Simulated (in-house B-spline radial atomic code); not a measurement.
# K: binding energies from hole states

How much more does a second hole in K cost because of the first?

Program: in-house B-spline radial atomic code version 1. Level of theory: Dirac-Hartree-Fock, average of configuration, Fermi nucleus, basis-set limit. These are calculated values, not measurements, unless marked.

### Step 1. The system

| Item | Value |
| --- | --- |
| element | potassium (Z = 19) |
| charge | 0 |
| electrons | 19 |
| configuration | [Ar] 4s1 |
| Hamiltonian | Dirac-Coulomb |
| nucleus | Fermi, rms radius 3.435 fm |

Outer shells as boxes (Hund's rule):

[Ar] 4s1
```
[Ar] core
4s [↑ ]
```

The boxes draw the filling by Hund's rule, which heavy ions in jj coupling don't follow; these runs average over all states of the configuration.

Settings of the run:

```ini
Z = 19
electrons = 19.0
configuration = [Ar] 4s1
hamiltonian = dirac
method = hf
spin_polarised = False
nucleus = fermi
rms_radius = 3.4349
mass_number = 39
atomic_mass = 38.96370648482
speed_of_light = 137.035999084
```

This reference run was done before. Its total energy is -601.525938 hartree, and its levels are (the highest eight at most):

| orbital | occupation | energy (eV) | <r> (bohr) |
| --- | --- | --- | --- |
| 1s1/2 | 2 | -3651.21 | 0.08096 |
| 2s1/2 | 2 | -397.41 | 0.3840 |
| 2p1/2 | 2 | -315.61 | 0.3470 |
| 2p3/2 | 4 | -312.63 | 0.3494 |
| 3s1/2 | 2 | -47.927 | 1.271 |
| 3p1/2 | 2 | -26.138 | 1.430 |
| 3p3/2 | 4 | -25.839 | 1.438 |
| 4s1/2 | 1 | -4.028 | 5.224 |

Single holes known from earlier runs (ΔSCF): 1s 3618.03 eV, 2s 386.31 eV, 2p1/2 303.35 eV, 2p3/2 300.47 eV, 3s 45.468 eV, 3p1/2 23.979 eV, 3p3/2 23.702 eV, 4s 4.021 eV.

### Step 2. The 2p1/2 and 4s holes

In configurations, a minus sign after the shell means j = l − 1/2 and a plus sign j = l + 1/2; the count of electrons follows.

Changes to the settings of step 1:

```diff
@@ -1,4 +1,4 @@
 Z = 19
-electrons = 19.0
-configuration = [Ar] 4s1
+electrons = 17.0
+configuration = 1s2 2s2 2p-1 2p+4 3s2 3p6
 hamiltonian = dirac
```

Results of the run (chosen fields of its result record, rounded):

```text
{
  "status": "converged",
  "scf [iteration, energy, orbital gradient]": [
    [1, -584.113304666, 0.346],
    [2, -589.539132309, 0.19],
    [3, -589.902656787, 0.0697],
    [4, -589.957602113, 0.027],
    [5, -589.96816471, 0.00696],
    [6, -589.968515309, 0.000356],
    [7, -589.968518853, 4.57e-05],
    [8, -589.968518896, 1.94e-06],
    [9, -589.968518896, 8.49e-08]
  ],
  "energy [hartree]": {"total": -589.968518896, "kinetic": 594.579429773, "nuclear": -1384.50310854, "coulomb": 229.671507839, "exact_exchange": -29.7163479674},
  "breit [hartree]": {"gaunt": 0.1637591, "retardation": -0.01279474, "frequency_dependence": -0.0002161426},
  "qed [hartree]": {"self_energy": 0.11394, "uehling": -0.008138461, "wichmann_kroll": 2.710065e-05},
  "recoil [hartree]": 0.006850488,
  "total_with_corrections [hartree]": -589.705091536,
  "orbitals [hartree, bohr; first row names the columns]": [
    ["name", "occ", "eps", "<r>"],
    ["1s1/2", 2.0, -136.73122, 0.08088],
    ["2s1/2", 2.0, -16.308568, 0.37772],
    ["2p1/2", 1.0, -13.672205, 0.34348],
    ["2p3/2", 4.0, -13.44269, 0.34001],
    ["3s1/2", 2.0, -2.7037133, 1.1871],
    ["3p1/2", 2.0, -1.8378885, 1.2897],
    ["3p3/2", 4.0, -1.8519064, 1.2866]
  ],
  "sum_r [bohr^k]": {"-1": 72.86863, "1": 12.7206, "2": 15.95785},
  "energy_minus_base [hartree]": 11.5574195,
  "energy_minus_base_with_corrections [hartree]": 11.5492041
}
```

Run time: 0.6 s. Hardware: 1 thread, shared host.

energy_minus_base is the energy less that of the reference run.

### Step 3. The 3p1/2 and 3p1/2 holes

Changes to the settings of step 2:

```diff
@@ -2,3 +2,3 @@
 electrons = 17.0
-configuration = 1s2 2s2 2p-1 2p+4 3s2 3p6
+configuration = 1s2 2s2 2p6 3s2 3p+4 4s1
 hamiltonian = dirac
```

Main fields:

```text
{
  "status": "converged",
  "scf [iteration, energy, orbital gradient]": [
    [1, -595.722559011, 0.329],
    [2, -599.026594041, 0.0922],
    [3, -599.204664816, 0.036],
    [4, -599.232428084, 0.0154],
    [5, -599.238305019, 0.00294],
    [6, -599.238502988, 0.000391],
    [7, -599.238507269, 5.31e-05],
    [8, -599.238507326, 2.51e-06],
    [9, -599.238507326, 6.7e-08]
  ],
  "energy [hartree]": {"total": -599.238507326, "kinetic": 603.978932333, "nuclear": -1409.5560289, "coulomb": 238.065508613, "exact_exchange": -31.7269193717},
  "breit [hartree]": {"gaunt": 0.1723098, "retardation": -0.0135838, "frequency_dependence": -0.000211235},
  "qed [hartree]": {"self_energy": 0.1134568, "uehling": -0.008113394, "wichmann_kroll": 2.701769e-05},
  "recoil [hartree]": 0.006869238,
  "total_with_corrections [hartree]": -598.967752859,
  "orbitals [hartree, bohr; first row names the columns]": [
    ["name", "occ", "eps", "<r>"],
    ["1s1/2", 2.0, -135.44147, 0.080952],
    ["2s1/2", 2.0, -15.819748, 0.38328],
    ["2p1/2", 2.0, -12.771448, 0.34766],
    ["2p3/2", 4.0, -12.718549, 0.34848],
    ["3s1/2", 2.0, -2.7237547, 1.2076],
    ["3p3/2", 4.0, -1.951902, 1.3136],
    ["4s1/2", 1.0, -0.70526717, 3.2933]
  ],
  "sum_r [bohr^k]": {"-1": 74.18721, "1": 13.9806, "2": 24.77119},
  "energy_minus_base [hartree]": 2.28743105,
  "energy_minus_base_with_corrections [hartree]": 2.28654279
}
```

It took 0.66 s on 1 thread, shared host.

### Step 4. The 2p3/2 and 2p1/2 holes

Changes to the settings of step 3:

```diff
@@ -2,3 +2,3 @@
 electrons = 17.0
-configuration = 1s2 2s2 2p6 3s2 3p+4 4s1
+configuration = 1s2 2s2 2p-1 2p+3 3s2 3p6 4s1
 hamiltonian = dirac
```

Main fields:

```text
{
  "status": "converged",
  "scf [iteration, energy, orbital gradient]": [
    [1, -568.712295157, 0.469],
    [2, -576.792434364, 0.24],
    [3, -577.509733711, 0.088],
    [4, -577.615592537, 0.0336],
    [5, -577.635087464, 0.00861],
    [6, -577.635836623, 0.000517],
    [7, -577.63584661, 8.34e-05],
    [8, -577.635846753, 2.84e-06],
    [9, -577.635846753, 1.75e-07]
  ],
  "energy [hartree]": {"total": -577.635846753, "kinetic": 582.301500715, "nuclear": -1343.94359351, "coulomb": 210.625485042, "exact_exchange": -26.6192390037},
  "breit [hartree]": {"gaunt": 0.1567353, "retardation": -0.01170808, "frequency_dependence": -0.0001789771},
  "qed [hartree]": {"self_energy": 0.1145383, "uehling": -0.008187956, "wichmann_kroll": 2.726478e-05},
  "recoil [hartree]": 0.006827209,
  "total_with_corrections [hartree]": -577.377793706,
  "orbitals [hartree, bohr; first row names the columns]": [
    ["name", "occ", "eps", "<r>"],
    ["1s1/2", 2.0, -138.86022, 0.080791],
    ["2s1/2", 2.0, -17.544902, 0.37165],
    ["2p1/2", 1.0, -15.181692, 0.33476],
    ["2p3/2", 3.0, -14.974912, 0.33716],
    ["3s1/2", 2.0, -3.1666749, 1.1176],
    ["3p1/2", 2.0, -2.2701284, 1.1833],
    ["3p3/2", 4.0, -2.2742282, 1.1825],
    ["4s1/2", 1.0, -0.74240014, 3.1345]
  ],
  "sum_r [bohr^k]": {"-1": 70.73392, "1": 14.71731, "2": 24.5936},
  "energy_minus_base [hartree]": 23.8900916,
  "energy_minus_base_with_corrections [hartree]": 23.8765019
}
```

It took 0.72 s on 1 thread, shared host.

### Step 5. The 2s and 3p1/2 holes

Changes to the settings of step 4:

```diff
@@ -2,3 +2,3 @@
 electrons = 17.0
-configuration = 1s2 2s2 2p-1 2p+3 3s2 3p6 4s1
+configuration = 1s2 2s1 2p6 3s2 3p-1 3p+4 4s1
 hamiltonian = dirac
```

Main fields:

```text
{
  "status": "converged",
  "scf [iteration, energy, orbital gradient]": [
    [1, -580.082964791, 0.423],
    [2, -585.314718035, 0.249],
    [3, -585.756495984, 0.0771],
    [4, -585.817147613, 0.0308],
    [5, -585.82861901, 0.0223],
    [6, -585.829240948, 0.00484],
    [7, -585.829288378, 0.00172],
    [8, -585.829289087, 0.000193],
    [9, -585.829289146, 3.55e-05],
    [10, -585.829289148, 2.8e-06],
    [11, -585.829289148, 1.11e-06],
    [12, -585.829289148, 4.5e-08]
  ],
  "energy [hartree]": {"total": -585.829289148, "kinetic": 590.354211082, "nuclear": -1372.7368416, "coulomb": 225.017906833, "exact_exchange": -28.4645654657},
  "breit [hartree]": {"gaunt": 0.1679292, "retardation": -0.01372556, "frequency_dependence": -0.0002285857},
  "qed [hartree]": {"self_energy": 0.109225, "uehling": -0.007824415, "wichmann_kroll": 2.605726e-05},
  "recoil [hartree]": 0.00660905,
  "total_with_corrections [hartree]": -585.567278458,
  "orbitals [hartree, bohr; first row names the columns]": [
    ["name", "occ", "eps", "<r>"],
    ["1s1/2", 2.0, -136.83297, 0.080989],
    ["2s1/2", 1.0, -16.817735, 0.38511],
    ["2p1/2", 2.0, -13.657585, 0.34012],
    ["2p3/2", 4.0, -13.573969, 0.34136],
    ["3s1/2", 2.0, -2.9223132, 1.1649],
    ["3p1/2", 1.0, -2.1582691, 1.2381],
    ["3p3/2", 4.0, -2.1059681, 1.2486],
    ["4s1/2", 1.0, -0.75445956, 3.2067]
  ],
  "sum_r [bohr^k]": {"-1": 72.24935, "1": 14.36154, "2": 24.75865},
  "energy_minus_base [hartree]": 15.6966492,
  "energy_minus_base_with_corrections [hartree]": 15.6870172
}
```

Run time: 0.93 s. Hardware: 1 thread, shared host.

### Step 6. The 2p3/2 and 3s holes

Changes to the settings of step 5:

```diff
@@ -2,3 +2,3 @@
 electrons = 17.0
-configuration = 1s2 2s1 2p6 3s2 3p-1 3p+4 4s1
+configuration = 1s2 2s2 2p-2 2p+3 3s1 3p6 4s1
 hamiltonian = dirac
```

Main fields:

```text
{
  "status": "converged",
  "scf [iteration, energy, orbital gradient]": [
    [1, -582.042531211, 0.384],
    [2, -587.194960121, 62.7],
    [3, -572.034071777, 0.391],
    [4, -572.107792442, 0.391],
    [5, -587.953034236, 0.159],
    [6, -588.134248146, 0.0238],
    [7, -588.143448619, 0.00726],
    [8, -588.144385452, 0.00422],
    [9, -588.144432005, 0.00186],
    [10, -588.144440983, 0.000409],
    [11, -588.14444182, 2.78e-05],
    [12, -588.144441827, 3.23e-06],
    [13, -588.144441827, 9.32e-07],
    [14, -588.144441827, 2.12e-07]
  ],
  "energy [hartree]": {"total": -588.144441827, "kinetic": 592.943792307, "nuclear": -1375.62047754, "coulomb": 223.075219217, "exact_exchange": -28.542975813},
  "breit [hartree]": {"gaunt": 0.1672322, "retardation": -0.01281441, "frequency_dependence": -0.0001761757},
  "qed [hartree]": {"self_energy": 0.1131845, "uehling": -0.008106403, "wichmann_kroll": 2.699426e-05},
  "recoil [hartree]": 0.006815278,
  "total_with_corrections [hartree]": -587.878279851,
  "orbitals [hartree, bohr; first row names the columns]": [
    ["name", "occ", "eps", "<r>"],
    ["1s1/2", 2.0, -137.14634, 0.080886],
    ["2s1/2", 2.0, -16.700098, 0.37825],
    ["2p1/2", 2.0, -13.969352, 0.33746],
    ["2p3/2", 3.0, -13.884641, 0.3459],
    ["3s1/2", 1.0, -2.9756823, 1.1278],
    ["3p1/2", 2.0, -2.1053334, 1.2391],
    ["3p3/2", 4.0, -2.0809226, 1.2459],
    ["4s1/2", 1.0, -0.81665664, 3.2069]
  ],
  "sum_r [bohr^k]": {"-1": 72.40112, "1": 14.42736, "2": 24.79462},
  "energy_minus_base [hartree]": 13.3814966,
  "energy_minus_base_with_corrections [hartree]": 13.3760158
}
```

Run time: 1.1 s. Hardware: 1 thread, shared host.

### Step 7. The 2p1/2 and 3p3/2 holes

Changes to the settings of step 6:

```diff
@@ -2,3 +2,3 @@
 electrons = 17.0
-configuration = 1s2 2s2 2p-2 2p+3 3s1 3p6 4s1
+configuration = 1s2 2s2 2p-1 2p+4 3s2 3p-2 3p+3 4s1
 hamiltonian = dirac
```

Main fields:

```text
{
  "status": "converged",
  "scf [iteration, energy, orbital gradient]": [
    [1, -582.995328548, 0.383],
    [2, -588.37783118, 0.183],
    [3, -588.807355357, 0.0669],
    [4, -588.870126146, 0.0251],
    [5, -588.881477296, 0.00637],
    [6, -588.881959379, 0.000542],
    [7, -588.881964503, 5.94e-05],
    [8, -588.881964595, 6.5e-06],
    [9, -588.881964596, 9.33e-07],
    [10, -588.881964596, 1.95e-08]
  ],
  "energy [hartree]": {"total": -588.881964596, "kinetic": 593.505633058, "nuclear": -1377.14135653, "coulomb": 223.568215829, "exact_exchange": -28.8144569491},
  "breit [hartree]": {"gaunt": 0.1634486, "retardation": -0.01270044, "frequency_dependence": -0.0002122332},
  "qed [hartree]": {"self_energy": 0.1140936, "uehling": -0.008149854, "wichmann_kroll": 2.713849e-05},
  "recoil [hartree]": 0.006850793,
  "total_with_corrections [hartree]": -588.618607012,
  "orbitals [hartree, bohr; first row names the columns]": [
    ["name", "occ", "eps", "<r>"],
    ["1s1/2", 2.0, -137.13259, 0.080874],
    ["2s1/2", 2.0, -16.683945, 0.37733],
    ["2p1/2", 1.0, -14.053905, 0.34329],
    ["2p3/2", 4.0, -13.809433, 0.34034],
    ["3s1/2", 2.0, -2.9446634, 1.1601],
    ["3p1/2", 2.0, -2.1015801, 1.2455],
    ["3p3/2", 3.0, -2.128876, 1.2416],
    ["4s1/2", 1.0, -0.72437788, 3.2097]
  ],
  "sum_r [bohr^k]": {"-1": 72.48117, "1": 14.3669, "2": 24.69991},
  "energy_minus_base [hartree]": 12.6439738,
  "energy_minus_base_with_corrections [hartree]": 12.6356886
}
```

It took 0.83 s on 1 thread, shared host.

Radial density 4πr²n(r) and radial functions P(r) = rR(r):

| r (bohr) | 4πr²n | 2p3/2 | 3p3/2 | 4s1/2 |
| --- | --- | --- | --- | --- |
| 0.00622 | 1.837 | 0.0081 | 0.0029 | 0.0342 |
| 0.00923 | 3.581 | 0.0174 | 0.0062 | 0.0476 |
| 0.0137 | 6.610 | 0.0367 | 0.0130 | 0.0644 |
| 0.0203 | 11.22 | 0.0756 | 0.0268 | 0.0828 |
| 0.0302 | 16.98 | 0.1525 | 0.0540 | 0.0988 |
| 0.0447 | 21.52 | 0.2924 | 0.1032 | 0.1028 |
| 0.0664 | 21.59 | 0.5310 | 0.1862 | 0.0802 |
| 0.0985 | 17.12 | 0.8834 | 0.3051 | 0.0168 |
| 0.146 | 15.08 | 1.3018 | 0.4330 | -0.0838 |
| 0.217 | 19.55 | 1.6218 | 0.4848 | -0.1737 |
| 0.322 | 19.56 | 1.5927 | 0.3227 | -0.1552 |
| 0.478 | 9.719 | 1.1238 | -0.1305 | 0.0337 |
| 0.709 | 5.488 | 0.4992 | -0.7023 | 0.2722 |
| 1.05 | 7.055 | 0.1184 | -0.9746 | 0.2631 |
| 1.56 | 3.672 | 0.0130 | -0.7337 | -0.1227 |
| 2.32 | 0.8584 | 0.0010 | -0.2948 | -0.5669 |
| 3.44 | 0.3781 | 0.0001 | -0.0544 | -0.6010 |
| 5.10 | 0.07262 | 0.0000 | -0.0036 | -0.2693 |
| 7.57 | 0.001745 | 0.0000 | -0.0001 | -0.0418 |
| 11.2 | 2.304e-06 | 0.0000 | 0.0000 | -0.0015 |

On the record's full grid the radial density has clear maxima near r = 0.054, 0.26, 1.1 bohr.

X-ray form factor of the spherical density:

| sinθ/λ (1/Å) | f (electrons) |
| --- | --- |
| 0 | 17.000 |
| 0.1 | 15.485 |
| 0.2 | 12.843 |
| 0.3 | 10.480 |
| 0.4 | 8.623 |
| 0.6 | 6.550 |
| 0.8 | 5.505 |
| 1 | 4.593 |
| 1.4 | 2.987 |
| 1.8 | 2.023 |
| 2.5 | 1.371 |
| 4 | 0.903 |
| 6 | 0.476 |

### Step 8. The 3s and 3p3/2 holes

Changes to the settings of step 7:

```diff
@@ -2,3 +2,3 @@
 electrons = 17.0
-configuration = 1s2 2s2 2p-1 2p+4 3s2 3p-2 3p+3 4s1
+configuration = 1s2 2s2 2p6 3s1 3p-2 3p+3 4s1
 hamiltonian = dirac
```

Main fields:

```text
{
  "status": "converged",
  "scf [iteration, energy, orbital gradient]": [
    [1, -594.813835848, 0.347],
    [2, -597.824101793, 1.04],
    [3, -598.011290706, 0.117],
    [4, -598.353664387, 0.0795],
    [5, -598.498708416, 0.0238],
    [6, -598.51327572, 0.0118],
    [7, -598.514158175, 0.00794],
    [8, -598.514617995, 0.00132],
    [9, -598.514640289, 6.76e-05],
    [10, -598.514640395, 2.1e-05],
    [11, -598.5146404, 6.2e-06],
    [12, -598.514640402, 5.9e-07],
    [13, -598.514640402, 1.15e-07]
  ],
  "energy [hartree]": {"total": -598.514640402, "kinetic": 603.265022647, "nuclear": -1407.73682951, "coulomb": 236.792321479, "exact_exchange": -30.8351550139},
  "breit [hartree]": {"gaunt": 0.1730788, "retardation": -0.01368081, "frequency_dependence": -0.0002076513},
  "qed [hartree]": {"self_energy": 0.1128285, "uehling": -0.008074181, "wichmann_kroll": 2.688744e-05},
  "recoil [hartree]": 0.006841371,
  "total_with_corrections [hartree]": -598.243827469,
  "orbitals [hartree, bohr; first row names the columns]": [
    ["name", "occ", "eps", "<r>"],
    ["1s1/2", 2.0, -135.47411, 0.08096],
    ["2s1/2", 2.0, -15.840805, 0.38414],
    ["2p1/2", 2.0, -12.862874, 0.34617],
    ["2p3/2", 4.0, -12.739019, 0.34928],
    ["3s1/2", 1.0, -2.7536331, 1.171],
    ["3p1/2", 2.0, -1.9399698, 1.3093],
    ["3p3/2", 3.0, -1.9391224, 1.3134],
    ["4s1/2", 1.0, -0.79487367, 3.2923]
  ],
  "sum_r [bohr^k]": {"-1": 74.09146, "1": 14.04163, "2": 24.85987},
  "energy_minus_base [hartree]": 3.01129798,
  "energy_minus_base_with_corrections [hartree]": 3.01046818
}
```

Wall time 0.98 s (1 thread, shared host).

### Step 9. The 2p3/2 and 2p3/2 holes

Changes to the settings of step 8:

```diff
@@ -2,3 +2,3 @@
 electrons = 17.0
-configuration = 1s2 2s2 2p6 3s1 3p-2 3p+3 4s1
+configuration = 1s2 2s2 2p-2 2p+2 3s2 3p6 4s1
 hamiltonian = dirac
```

Main fields:

```text
{
  "status": "converged",
  "scf [iteration, energy, orbital gradient]": [
    [1, -568.798818952, 0.468],
    [2, -576.86513384, 0.24],
    [3, -577.579885292, 0.0877],
    [4, -577.686288113, 0.0332],
    [5, -577.70602147, 0.00833],
    [6, -577.7067393, 0.000483],
    [7, -577.706747513, 7.74e-05],
    [8, -577.706747638, 4.25e-06],
    [9, -577.706747639, 2.85e-07],
    [10, -577.706747639, 5.32e-08]
  ],
  "energy [hartree]": {"total": -577.706747639, "kinetic": 582.600352234, "nuclear": -1344.41938038, "coulomb": 211.611139903, "exact_exchange": -27.498859394},
  "breit [hartree]": {"gaunt": 0.1616517, "retardation": -0.01170669, "frequency_dependence": -0.0001331114},
  "qed [hartree]": {"self_energy": 0.1142475, "uehling": -0.008188389, "wichmann_kroll": 2.726635e-05},
  "recoil [hartree]": 0.006824202,
  "total_with_corrections [hartree]": -577.444025132,
  "orbitals [hartree, bohr; first row names the columns]": [
    ["name", "occ", "eps", "<r>"],
    ["1s1/2", 2.0, -138.83988, 0.080793],
    ["2s1/2", 2.0, -17.540832, 0.37169],
    ["2p1/2", 2.0, -15.059036, 0.32924],
    ["2p3/2", 2.0, -15.011759, 0.33692],
    ["3s1/2", 2.0, -3.1664296, 1.1177],
    ["3p1/2", 2.0, -2.3010784, 1.1767],
    ["3p3/2", 4.0, -2.2535121, 1.1891],
    ["4s1/2", 1.0, -0.74238384, 3.1346]
  ],
  "sum_r [bohr^k]": {"-1": 70.75896, "1": 14.71713, "2": 24.59649},
  "energy_minus_base [hartree]": 23.8191907,
  "energy_minus_base_with_corrections [hartree]": 23.8102705
}
```

Wall time 0.75 s (1 thread, shared host).

### Step 10. The 1s and 1s holes

Changes to the settings of step 9:

```diff
@@ -2,3 +2,3 @@
 electrons = 17.0
-configuration = 1s2 2s2 2p-2 2p+2 3s2 3p6 4s1
+configuration = 2s2 2p6 3s2 3p6 4s1
 hamiltonian = dirac
```

Main fields:

```text
{
  "status": "converged",
  "scf [iteration, energy, orbital gradient]": [
    [1, -312.31662371, 0.787],
    [2, -324.61868699, 0.247],
    [3, -325.977288316, 0.086],
    [4, -326.158966717, 0.0324],
    [5, -326.188342496, 0.00733],
    [6, -326.189833747, 0.000437],
    [7, -326.189839481, 6.6e-05],
    [8, -326.189839554, 3.83e-06],
    [9, -326.189839555, 1.4e-07]
  ],
  "energy [hartree]": {"total": -326.189839555, "kinetic": 328.274485628, "nuclear": -822.979598256, "coulomb": 190.513582075, "exact_exchange": -21.998309002},
  "breit [hartree]": {"gaunt": 0.03109375, "retardation": -0.0005805938, "frequency_dependence": -5.523389e-07},
  "qed [hartree]": {"self_energy": 0.01341134, "uehling": -0.0008691825, "wichmann_kroll": 2.895731e-06},
  "recoil [hartree]": 0.004444637,
  "total_with_corrections [hartree]": -326.14233726,
  "orbitals [hartree, bohr; first row names the columns]": [
    ["name", "occ", "eps", "<r>"],
    ["2s1/2", 2.0, -18.816525, 0.35614],
    ["2p1/2", 2.0, -16.553072, 0.30822],
    ["2p3/2", 4.0, -16.393296, 0.31055],
    ["3s1/2", 2.0, -3.2301101, 1.0919],
    ["3p1/2", 2.0, -2.3715194, 1.1394],
    ["3p3/2", 4.0, -2.3520122, 1.1457],
    ["4s1/2", 1.0, -0.75087793, 3.0983]
  ],
  "sum_r [bohr^k]": {"-1": 43.31472, "1": 14.71453, "2": 23.63799},
  "energy_minus_base [hartree]": 275.336099,
  "energy_minus_base_with_corrections [hartree]": 275.111958
}
```

Run time: 0.65 s. Hardware: 1 thread, shared host.

### Step 11. Binding energies

| two holes | ΔSCF (eV) | less the two single holes (eV) |
| --- | --- | --- |
| 2p1/2 and 4s | 314.49 | 7.13 |
| 3p1/2 and 3p1/2 | 62.244 | 14.29 |
| 2p3/2 and 2p1/2 | 650.08 | 46.27 |
| 2s and 3p1/2 | 427.13 | 16.84 |
| 2p3/2 and 3s | 364.13 | 18.19 |
| 2p1/2 and 3p3/2 | 344.06 | 17.01 |
| 3s and 3p3/2 | 81.942 | 12.77 |
| 2p3/2 and 2p3/2 | 648.15 | 47.22 |
| 1s and 1s | 7492.28 | 256.22 |

**Reading.** Two holes cost more than the sum of each, because the second electron leaves a more charged ion. The excess runs from 7.1 eV (2p1/2 and 4s) to 256.2 eV (1s and 1s); it tends to be largest where both holes are compact. Two partly filled shells share a symmetry and can mix in the average, which may lower the energy, in these hole states: 2s and 3p1/2; 2p3/2 and 3s; 3s and 3p3/2; 1s; 2s; 3s. Values are for the free atom, measured from the vacuum level.
